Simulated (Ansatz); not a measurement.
# CH₄S₂Si (SMILES CS[Si]S): a relaxed scan of the bond length Si3–S4

An exercise on one series of results from a longer session: the logs are not shown, and one member is left open.

The runs use Ansatz 0.2.0, Gaussian basis; single points in def2-TZVPP.

Levels: PBE-D4, r2SCAN-D4, PBE0-D4, B3LYP-D4, wB97M-V, Hartree-Fock, MP2, CCSD, CCSD(T). The scan takes 1.933, 1.976, 2.039, 2.113, 2.194, 2.282, 2.376, 2.474, 2.577 Å.

Correlated methods freeze the cores. B3LYP uses VWN-RPA correlation.

98 further runs of the same task are left out: 98 set aside as unsound or not needed.

### The system as given

The minimum, relaxed at PBE0-D4: 8 atoms, charge 0, spin multiplicity 1.

Atoms are counted from 1 here; the program's logs count them from 0.

Bond lengths: C1–S2 1.808 Å, C1–H5 1.090 Å, C1–H6 1.090 Å, C1–H7 1.090 Å, S2–Si3 2.128 Å, Si3–S4 2.147 Å, S4–H8 1.344 Å. Angles: S2–C1–H5 106.8°, S2–C1–H6 110.9°, S2–C1–H7 110.9°, H5–C1–H6 108.8°, H5–C1–H7 108.8°, H6–C1–H7 110.5°, C1–S2–Si3 113.2°, S2–Si3–S4 106.0°, Si3–S4–H8 102.9°.

Geometry (Å):

```xyz
8

C    -0.0718    1.0512   -0.2912
S     0.1629    0.6256    1.4503
Si    0.2990   -1.4708    1.7911
S     0.1040   -2.3977   -0.1361
H    -0.1298    2.1382   -0.3445
H    -1.0021    0.6300   -0.6724
H     0.7734    0.7140   -0.8913
H    -0.0433   -1.3474   -0.9616
```

Energies of the minimum (eV), from earlier single points: PBE-D4 -30638.21865, r2SCAN-D4 -30649.89525, PBE0-D4 -30640.74332, B3LYP-D4 -30654.68592, wB97M-V -30650.41169, CCSD(T) -30612.37013.

At the minimum the bond length Si3–S4 is 2.147 Å.

Set-up of the first run:

File relax/in.yaml:

```yaml
crystal:
  periodic: [false, false, false]
  atoms:
    - {symbol: C, position_ang: [-0.071825, 1.051234, -0.291173]}
    - {symbol: S, position_ang: [0.162895, 0.625569, 1.450279]}
    - {symbol: Si, position_ang: [0.299000, -1.470823, 1.791123]}
    - {symbol: S, position_ang: [0.123487, -2.305168, 0.056317]}
    - {symbol: H, position_ang: [-0.129783, 2.138178, -0.344514]}
    - {symbol: H, position_ang: [-1.002123, 0.630032, -0.672449]}
    - {symbol: H, position_ang: [0.773390, 0.713965, -0.891268]}
    - {symbol: H, position_ang: [-0.023802, -1.254884, -0.769144]}
basis:
  gaussian: {orbitals: def2-TZVP}
hamiltonian: {xc: pbe0, dispersion: d4}
relax: {f_tol: 0.005, max_steps: 200, constraints: [{distance: [2, 3]}]}
```

Command:

```
ansatz run in.yaml --threads 4 --pin off --events-out ev --progress --plain --max-ram 8704MiB
```

Among the steps run: Si3–S4 = 1.933 Å; Si3–S4 = 1.976 Å; Si3–S4 = 2.039 Å; Si3–S4 = 2.113 Å; Si3–S4 = 2.194 Å; Si3–S4 = 2.282 Å; Si3–S4 = 2.376 Å; Si3–S4 = 2.474 Å; Si3–S4 = 2.577 Å.

One of the session's tables, all rows but one given; the rest of the session is left out.

Energies less that of the minimum at the same level (kcal/mol):

| bond length (Å) | PBE-D4 | PBE0-D4 | B3LYP-D4 | wB97M-V | Hartree-Fock |
| --- | --- | --- | --- | --- | --- |
| 1.933 | 10.6 | 9.6 | 10.5 | 9.9 | 10.8 |
| 1.976 | 6.6 | 5.7 | 6.5 | 6.0 | 6.5 |
| 2.039 | 2.7 | 2.1 | 2.6 | 2.2 | 2.4 |
| 2.113 | ? | ? | ? | ? | ? |
| 2.147 (minimum) | 0.0 | 0.0 | 0.0 | 0.0 | 0.0 |
| 2.194 | 0.0 | 0.3 | 0.1 | 0.3 | 0.3 |
| 2.282 | 1.4 | 2.2 | 1.5 | 2.2 | 2.2 |
| 2.376 | 4.3 | 5.7 | 4.5 | 5.7 | 5.8 |
| 2.474 | 8.3 | 10.3 | 8.5 | 10.4 | 10.6 |
| 2.577 | 13.0 | 15.7 | 13.3 | 15.9 | 16.3 |

Estimate the missing values for bond length (Å) = 2.113.

As computed: PBE-D4: 0.4; PBE0-D4: 0.2; B3LYP-D4: 0.4; wB97M-V: 0.2; Hartree-Fock: 0.3.
